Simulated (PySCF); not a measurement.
Molecule: SGe (germanium sulfide (GeS)), in a box.

```
S Ge
1.0
     9.00000    0.00000    0.00000
     0.00000    9.00000    0.00000
     0.00000    0.00000   12.00000
S Ge
1 1
Direct
  0.50144 0.50233 0.41900
  0.50144 0.50233 0.58667
```

Base run:

* Program: PySCF 2.14.0
* Functional: LC-wPBE
* Dispersion: D4
* Potentials or basis: def2-svp (all-electron)
* k mesh: 1 × 1 × 1
* Occupations: fixed
* Spin: no spin polarisation

Its results: gap between the frontier levels 10.41 eV.

Task: The run is repeated on the same cell with these changes: functional from LC-wPBE to AM05. What comes out?

Result: Gap between the frontier levels 3.81 eV.

LC-wPBE gives the wider gap, since exact exchange removes part of the self-interaction.

Caveats: this is a molecule in a periodic box at the Γ point, so its band gap is the HOMO-LUMO gap; relativity is left out, which matters for the heavier elements; the basis of atomic orbitals isn't converged, which shifts pressures, moduli and gaps; the D4 parameters stored for this functional may belong to another (some runs).

